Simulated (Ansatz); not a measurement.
# Mg8HO8: the cost of one run

Method: DFT LDA, plane waves, PAW, scalar-relativistic, no spin polarisation, in Ansatz 0.2.0.

The COD cell was measured well above room temperature, so it is larger than a cold one.

### 1 Starting point

The cell holds 17 atoms (HMg8O8): a = 6.080 Å, b = 6.080 Å, c = 6.080 Å, α = 60.00°, β = 60.00°, γ = 60.00°.

Coordinates:

```xyz
17
Lattice="0.0000 4.2993 4.2993 4.2993 0.0000 4.2993 4.2993 4.2993 0.0000" Properties=species:S:1:pos:R:3 pbc="T T T"
Mg    0.0000    0.0000    0.0000
O     2.1496    2.1496    2.1496
Mg    2.1496    2.1496    0.0000
O     4.2993    4.2993    2.1496
Mg    2.1496    0.0000    2.1496
O     4.2993    2.1496    4.2993
Mg    4.2993    2.1496    2.1496
O     6.4489    4.2993    4.2993
Mg    0.0000    2.1496    2.1496
O     2.1496    4.2993    4.2993
Mg    2.1496    4.2993    2.1496
O     4.2993    6.4489    4.2993
Mg    2.1496    2.1496    4.2993
O     4.2993    4.2993    6.4489
Mg    4.2993    4.2993    4.2993
O     6.4489    6.4489    6.4489
H     3.2069    1.0502    3.2606
```

### 2 Relaxing end A

input.yaml

```yaml
crystal:
  lattice:
    - [0.0, 4.2993, 4.2993]
    - [4.2993, 0.0, 4.2993]
    - [4.2993, 4.2993, 0.0]
  atoms:
    - { symbol: Mg, position: [0.0, 0.0, 0.0] }
    - { symbol: O, position: [0.25, 0.25, 0.25] }
    - { symbol: Mg, position: [0.0, 0.0, 0.5] }
    - { symbol: O, position: [0.25, 0.25, 0.75] }
    - { symbol: Mg, position: [0.0, 0.5, 0.0] }
    - { symbol: O, position: [0.25, 0.75, 0.25] }
    - { symbol: Mg, position: [0.0, 0.5, 0.5] }
    - { symbol: O, position: [0.25, 0.75, 0.75] }
    - { symbol: Mg, position: [0.5, 0.0, 0.0] }
    - { symbol: O, position: [0.75, 0.25, 0.25] }
    - { symbol: Mg, position: [0.5, 0.0, 0.5] }
    - { symbol: O, position: [0.75, 0.25, 0.75] }
    - { symbol: Mg, position: [0.5, 0.5, 0.0] }
    - { symbol: O, position: [0.75, 0.75, 0.25] }
    - { symbol: Mg, position: [0.5, 0.5, 0.5] }
    - { symbol: O, position: [0.75, 0.75, 0.75] }
    - { symbol: H, position: [0.1283864, 0.6300165, 0.1158859] }
total_charge: 1
basis:
  ecutwfc: 420.0
kpoints:
  mp_grid: { grid: [2, 2, 2] }
hamiltonian:
  xc: lda
  pseudopotentials: { kind: paw, azcp: { folder: soft_1 } }
scf:
  occupations: { method: fermi_dirac, width: 0.02 }
  lower_state_search: "off"
relax:
  f_tol: 0.03
  max_steps: 60
  adjacent_minimum: "off"
```

Run with:

```
$ ansatz run input.yaml --threads 1 --pin off --max-ram 3072MiB --backend cpu --events-out ev --progress --plain --runs-dir out
```

What time and memory should one allow on 1 thread of Intel Xeon Platinum 8488C (Sapphire Rapids), shared host?

About 41 s, with a peak of 0.45 GiB.
